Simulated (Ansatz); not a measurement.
I need a single point in a Gaussian basis of CH₈BFSi₂, SMILES BC([SiH3])[SiH2]F. Use Ansatz 0.2.0 through its Python package. Settings: RPA, def2-SVPD basis, multiplicity 1.

```xyz
13

B    -1.5037    0.5536   -0.4154
C    -0.1248   -0.0828   -0.5429
Si   -0.0860   -1.5933    0.5358
Si    1.2737    1.1430   -0.0167
F     1.1700    2.4750   -1.0413
H    -2.2311    0.7276   -1.3886
H    -1.9185    0.9967    0.6189
H     0.1007   -0.3645   -1.6006
H    -0.2845   -1.1910    1.9912
H     1.2730   -2.2224    0.4559
H    -1.0952   -2.5524    0.1466
H     2.5376    0.4963   -0.0878
H     0.9093    1.5795    1.3598
```

Script `ch8bfsi2_energy.py`:
```python
"""Electronic structure of the CH8BFSi2 molecule."""

import ansatz as az


def main() -> None:
    geometry_ang = [
        ("B", [-1.5037, 0.5536, -0.4154]),
        ("C", [-0.1248, -0.0828, -0.5429]),
        ("Si", [-0.086, -1.5933, 0.5358]),
        ("Si", [1.2737, 1.143, -0.0167]),
        ("F", [1.17, 2.475, -1.0413]),
        ("H", [-2.2311, 0.7276, -1.3886]),
        ("H", [-1.9185, 0.9967, 0.6189]),
        ("H", [0.1007, -0.3645, -1.6006]),
        ("H", [-0.2845, -1.191, 1.9912]),
        ("H", [1.273, -2.2224, 0.4559]),
        ("H", [-1.0952, -2.5524, 0.1466]),
        ("H", [2.5376, 0.4963, -0.0878]),
        ("H", [0.9093, 1.5795, 1.3598]),
    ]
    mol = az.Crystal.molecule()
    for symbol, xyz in geometry_ang:
        mol = mol.atom(symbol, xyz)

    base = (
        mol.calculation()
        .basis(gaussian="def2-SVPD")
        .correlation("rpa")
    )
    print(base.to_yaml())
    outcome = base.run()
    report = outcome.report

    print("reference energy %16.6f eV" % report["reference_energy_ev"])
    print("total energy     %16.6f eV" % report["free_energy_ev"])
    print("occupied orbitals outside the frozen core (up, down):", report["n_occupied"], " frozen:", report["n_frozen"], " virtual:", report["n_virtual"])

    print("correlation energy", round(report["free_energy_ev"] - report["reference_energy_ev"], 5), "eV")
    cluster = report["correlation"].get("coupled_cluster")
    if cluster:
        print("cycles", cluster["cycles"], " T1 diagnostic", round(cluster["t1_diagnostic"], 4), " largest double", round(cluster["largest_double"], 4))

    state = report["mean_field"]["state"]
    print(f"mean field: {state['energy']['hartree']:.7f} Ha, <S^2> = {abs(state['spin_squared']):.4f}, stability: {state.get('stability', {}).get('kind')}")


if __name__ == "__main__":
    main()
```

Output of `python ch8bfsi2_energy.py`:
```text
crystal:
  periodic: [false, false, false]
  atoms:
    - { symbol: B, position_ang: [-1.5037, 0.5536, -0.4154] }
    - { symbol: C, position_ang: [-0.1248, -0.0828, -0.5429] }
    - { symbol: Si, position_ang: [-0.086, -1.5933, 0.5358] }
    - { symbol: Si, position_ang: [1.2737, 1.143, -0.0167] }
    - { symbol: F, position_ang: [1.17, 2.475, -1.0413] }
    - { symbol: H, position_ang: [-2.2311, 0.7276, -1.3886] }
    - { symbol: H, position_ang: [-1.9185, 0.9967, 0.6189] }
    - { symbol: H, position_ang: [0.1007, -0.3645, -1.6006] }
    - { symbol: H, position_ang: [-0.2845, -1.191, 1.9912] }
    - { symbol: H, position_ang: [1.273, -2.2224, 0.4559] }
    - { symbol: H, position_ang: [-1.0952, -2.5524, 0.1466] }
    - { symbol: H, position_ang: [2.5376, 0.4963, -0.0878] }
    - { symbol: H, position_ang: [0.9093, 1.5795, 1.3598] }
basis:
  gaussian:
    orbitals: def2-SVPD
correlation:
  method: rpa

reference energy    -20252.313112 eV
total energy        -20273.813817 eV
occupied orbitals outside the frozen core (up, down): [15, 15]  frozen: 13  virtual: [147, 147]
correlation energy -21.5007 eV
mean field: -744.2587794 Ha, <S^2> = 0.0000, stability: minimum
```

Caveats:
- Total energies depend on the basis set; only differences at equal settings carry meaning.
- The geometry is a force-field or estimated start, not a minimum of this method, and the basis set is short of its limit.
- Inner cores stay frozen, so this is valence correlation.
- S² is that of the Hartree-Fock reference.
- Finished in 10 s on 1 thread of Arm Neoverse V1 (shared host), peak memory 0.5 GiB.
